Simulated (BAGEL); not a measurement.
# B3LYP/6-311+G(d,p) (density fitting with qzvpp-jkfit) run of [B2H5O2]− (SMILES [BH3-]B(O)O)

Aim: the energy change on altering one bond length of [B2H5O2]− at B3LYP/6-311+G** (density fitting with qzvpp-jkfit), from 2 runs. 

Program for the calculation: BAGEL 1.2.2.

2 further runs of the same task are left out: 2 set aside as unsound or not needed. Runs told in other sessions of the task aren't counted.

## Step 1: Starting point

The species is [B2H5O2]− (9 atoms), meant as a singlet with charge -1. As SMILES, `[BH3-]B(O)O`. The coordinates come from a GFN2-xTB relaxation. This is one conformer, not always the lowest.

Bond lengths: B1–B2 1.697 Å, B2–O3 1.407 Å, B2–O4 1.407 Å, B1–H5 1.238 Å, B1–H6 1.241 Å, B1–H7 1.238 Å, O3–H8 0.956 Å, O4–H9 0.956 Å. Some angles: B1–B2–O3 125.1°, B1–B2–O4 125.6°, O3–B2–O4 109.3°, B2–B1–H5 110.6°, B2–B1–H6 112.8°, B2–B1–H7 112.0°, B2–O3–H8 108.5°, B2–O4–H9 108.3°, H5–B1–H6 107.1°, H5–B1–H7 106.4°.

## Step 2: The energy at B3LYP/6-311+G(d,p) (density fitting with qzvpp-jkfit)

job.json

```json
{ "bagel": [

{
  "title": "molecule",
  "basis": "6-311+gss.json",
  "df_basis": "qzvpp-jkfit",
  "angstrom": true,
  "geometry": [
    { "atom": "B", "xyz": [       0.254680,       0.940610,      -0.319590 ] },
    { "atom": "B", "xyz": [      -0.171720,      -0.610840,       0.220640 ] },
    { "atom": "O", "xyz": [       0.717840,      -1.692820,       0.355770 ] },
    { "atom": "O", "xyz": [      -1.467670,      -1.025080,       0.580350 ] },
    { "atom": "H", "xyz": [       0.503080,       0.926310,      -1.531980 ] },
    { "atom": "H", "xyz": [      -0.645350,       1.775930,      -0.140800 ] },
    { "atom": "H", "xyz": [       1.274260,       1.363820,       0.241170 ] },
    { "atom": "H", "xyz": [       1.593070,      -1.398680,       0.109540 ] },
    { "atom": "H", "xyz": [      -2.058200,      -0.279260,       0.484900 ] }
  ]
},

{ "title": "ks", "xc_func": "b3lyp", "charge": -1 },

{ "title": "print", "file": "orbitals.molden", "orbitals": true }

]}
```

The basis set 6-311+G** is read from a file made from the Basis Set Exchange's data (not shown).

On the command line:

```console
$ BAGEL_NUM_THREADS=1 BAGEL job.json > job.out
```

Standard output:

```text
* using 1 threads per process

  ===============================================================
  ===============================================================

  *** Geometry ***

  { "atom" : "B", "xyz" : [      0.481275,      1.777495,     -0.603938 ] },
  { "atom" : "B", "xyz" : [     -0.324504,     -1.154320,      0.416949 ] },
  { "atom" : "O", "xyz" : [      1.356521,     -3.198966,      0.672308 ] },
  { "atom" : "O", "xyz" : [     -2.773494,     -1.937120,      1.096703 ] },
  { "atom" : "H", "xyz" : [      0.950683,      1.750472,     -2.895023 ] },
  { "atom" : "H", "xyz" : [     -1.219535,      3.356021,     -0.266073 ] },
  { "atom" : "H", "xyz" : [      2.408002,      2.577246,      0.455745 ] },
  { "atom" : "H", "xyz" : [      3.010466,     -2.643122,      0.207001 ] },
  { "atom" : "H", "xyz" : [     -3.889434,     -0.527725,      0.916328 ] },

  Number of auxiliary basis functions:      394

  Since a DF basis is specified, we compute 2- and 3-index integrals:
    o Being stored without compression. Storage requirement is 0.044 GB

  Number of basis functions:      118
  Number of electrons      :       31

    * METHOD: MOLECULE                             0.18

  *** Kohn-Sham DFT ***

    * Removing 16650 points whose weight is below 1.00e-10
    * Grid points: 117504

  === Nuclear Repulsion ===
   103.3700351057

       - DIIS with orbital gradients will be used.

  === KS iteration (b3lyp / 6-311+gss.json) ===
      0       -150.68758892          0.20275653           0.44
      1       -129.14664634          0.14359790           0.43
      2       -135.61035778          0.19337558           0.43
      3       -184.78961507          0.12945805           0.44
      4       -191.56635103          0.10002133           0.43
      5       -197.75551750          0.09424204           0.44
      6       -201.03466327          0.07121768           0.43
      7       -164.62779310          0.18625394           0.43
      8       -203.16313174          0.02176779           0.43
      9       -203.26679827          0.01639055           0.43
     10       -203.35479883          0.00394642           0.40
     11       -203.35895635          0.00232787           0.37
     12       -203.36092371          0.00045136           0.41
     13       -203.36099974          0.00015926           0.43
     14       -203.36100708          0.00005592           0.43
     15       -203.36100838          0.00000585           0.43
     16       -203.36100839          0.00000503           0.44
     17       -203.36100840          0.00000040           0.43
     18       -203.36100840          0.00000017           0.43
     19       -203.36100840          0.00000010           0.44
     20       -203.36100840          0.00000001           0.44
     21       -203.36100840          0.00000001           0.42
    * SCF iteration converged.

    * Permanent dipole moment:
           (    0.359110,     1.378920,    -0.475419) a.u.

    * METHOD: KS                                  10.05

    * METHOD: PRINT                                0.02

  ===============================================================
```

It took 11 s on 1 thread of Arm Neoverse V2, shared host; peak memory 0.61 GiB.

## Step 3: The distorted shape at the same level

calc.json

```json
{ "bagel" : [

{
  "title" : "molecule",
  "basis" : "6-311+gss.json",
  "df_basis" : "qzvpp-jkfit",
  "angstrom" : true,
  "geometry" : [
    { "atom" : "B", "xyz" : [    0.524659,    0.690042,   -0.373221 ] },
    { "atom" : "B", "xyz" : [    0.098259,   -0.861408,    0.167009 ] },
    { "atom" : "O", "xyz" : [    0.987819,   -1.943388,    0.302139 ] },
    { "atom" : "O", "xyz" : [   -1.197691,   -1.275648,    0.526719 ] },
    { "atom" : "H", "xyz" : [    0.773059,    0.675742,   -1.585611 ] },
    { "atom" : "H", "xyz" : [   -0.645350,    1.775930,   -0.140800 ] },
    { "atom" : "H", "xyz" : [    1.544239,    1.113252,    0.187539 ] },
    { "atom" : "H", "xyz" : [    1.863049,   -1.649248,    0.055909 ] },
    { "atom" : "H", "xyz" : [   -1.788221,   -0.529828,    0.431269 ] }
  ]
},
{
  "title" : "ks",
  "xc_func" : "b3lyp",
  "charge" : -1
},
{
  "title" : "print",
  "file" : "orbitals.molden",
  "orbitals" : true
}

]}
```

The basis set 6-311+G** is read from a file made from the Basis Set Exchange's data (not shown).

On the command line:

```console
$ BAGEL_NUM_THREADS=1 BAGEL calc.json > calc.out
```

Standard output:

```text
* using 1 threads per process

  ===============================================================
  ===============================================================

  *** Geometry ***

  { "atom" : "B", "xyz" : [      0.991462,      1.303990,     -0.705285 ] },
  { "atom" : "B", "xyz" : [      0.185683,     -1.627825,      0.315601 ] },
  { "atom" : "O", "xyz" : [      1.866707,     -3.672471,      0.570960 ] },
  { "atom" : "O", "xyz" : [     -2.263308,     -2.410625,      0.995355 ] },
  { "atom" : "H", "xyz" : [      1.460870,      1.276967,     -2.996371 ] },
  { "atom" : "H", "xyz" : [     -1.219535,      3.356021,     -0.266073 ] },
  { "atom" : "H", "xyz" : [      2.918189,      2.103741,      0.354397 ] },
  { "atom" : "H", "xyz" : [      3.520652,     -3.116627,      0.105653 ] },
  { "atom" : "H", "xyz" : [     -3.379248,     -1.001230,      0.814980 ] },

  Number of auxiliary basis functions:      394

  Since a DF basis is specified, we compute 2- and 3-index integrals:
    o Being stored without compression. Storage requirement is 0.044 GB

  Number of basis functions:      118
  Number of electrons      :       31

    * METHOD: MOLECULE                             0.18

  *** Kohn-Sham DFT ***

    * Removing 16257 points whose weight is below 1.00e-10
    * Grid points: 117897

  === Nuclear Repulsion ===
   102.5109561932

       - DIIS with orbital gradients will be used.

  === KS iteration (b3lyp / 6-311+gss.json) ===
      0       -150.90484326          0.20239049           0.43
      1       -130.86227022          0.13863736           0.42
      2       -136.35127495          0.19084626           0.42
      3       -184.78852122          0.13084442           0.42
      4       -190.05094232          0.11260397           0.42
      5       -190.98486290          0.11098728           0.43
      6       -194.10623938          0.10149018           0.42
      7       -129.56120869          0.13598652           0.42
      8       -192.15141698          0.10797972           0.42
      9       -193.34974023          0.10295848           0.42
[... 69 lines of this table left out ...]
     79       -203.33721073          0.00000011           0.43
     80       -203.33721073          0.00000002           0.43
     81       -203.33721073          0.00000001           0.43
     82       -203.33721073          0.00000000           0.43
    * SCF iteration converged.

    * Permanent dipole moment:
           (   -0.011625,     1.738444,    -0.410569) a.u.

    * METHOD: KS                                  36.42

    * METHOD: PRINT                                0.02

  ===============================================================
```

It took 37 s on 1 thread of Arm Neoverse V2, shared host; peak memory 0.61 GiB.

## Step 4: Outcome

At B3LYP/6-311+G** (density fitting with qzvpp-jkfit):

| quantity | value |
| --- | --- |
| first shape: total energy | -203.36101 Eh |
| first shape: HOMO energy | -1.64 eV |
| first shape: LUMO energy | 3.66 eV |
| first shape: HOMO–LUMO gap (to an unbound level, set by the basis) | 5.29 eV |
| distorted shape: total energy | -203.33721 Eh |
| distorted shape: HOMO energy | -1.80 eV |
| distorted shape: LUMO energy | 3.55 eV |
| distorted shape: HOMO–LUMO gap (to an unbound level, set by the basis) | 5.35 eV |
| energy change with the B1–H6 bond stretched from 1.241 to 1.613 Å | 0.648 eV |

In words: With the B1–H6 bond stretched from 1.241 to 1.613 Å the energy rises by 0.65 eV (62.5 kJ/mol). The first shape isn't relaxed at this level, so the change isn't measured from a minimum.
